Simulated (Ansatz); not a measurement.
# ClFH3NZn: the cost of one run

Method: RKS PBE0/def2-mTZVP, in Ansatz 0.2.0.

## 1. The starting structure

Bond lengths: Zn1–F2 2.127 Å, Zn1–Cl3 2.091 Å, Zn1–N5 2.252 Å, N5–H6 1.008 Å, N5–H7 1.007 Å. Angles: F2–Zn1–Cl3 117.8°, F2–Zn1–N5 66.9°, Cl3–Zn1–N5 175.3°, Zn1–N5–H6 120.3°, Zn1–N5–H7 122.2°, H6–N5–H7 109.6°.

As a file:

```xyz
7

Zn   -1.1936   -0.0998   -0.3631
F     0.3961   -1.5085   -0.4819
Cl   -3.0729   -0.6886   -1.0660
H     0.9475   -0.5610    0.0217
N     0.7502    0.6875    0.4587
H     0.8808    0.7836    1.4537
H     1.2920    1.3869   -0.0232
```

## 2. A restrained relaxation towards end A

Springs on the bonds that form and break draw the guess towards this end; the thresholds are loose.

File input.yaml:

```yaml
crystal:
  periodic: [false, false, false]
  atoms:
    - { symbol: Zn, position_ang: [-1.1936, -0.0998, -0.3631] }
    - { symbol: F, position_ang: [0.3961, -1.5085, -0.4819] }
    - { symbol: Cl, position_ang: [-3.0729, -0.6886, -1.066] }
    - { symbol: H, position_ang: [0.9475, -0.561, 0.0217] }
    - { symbol: "N", position_ang: [0.7502, 0.6875, 0.4587] }
    - { symbol: H, position_ang: [0.8808, 0.7836, 1.4537] }
    - { symbol: H, position_ang: [1.292, 1.3869, -0.0232] }
basis:
  gaussian: { orbitals: def2-mTZVP }
hamiltonian:
  xc: pbe0
relax:
  f_tol: 0.15
  max_steps: 25
  restrain:
    - { distance: [0, 4], at: 3.23, k: 30.0 }
    - { distance: [3, 1], at: 2.18, k: 30.0 }
    - { distance: [0, 1], at: 1.79, k: 30.0 }
    - { distance: [3, 4], at: 1.02, k: 30.0 }
```

Launch:

```bash
$ ansatz run input.yaml --threads 2 --pin off --max-ram 3072MiB --backend cpu --events-out ev --progress --plain --runs-dir out
```

What time and memory should one allow on 2 threads of Intel Xeon 6975P-C (Granite Rapids), shared host?

About 13 s, with a peak of 0.24 GiB.
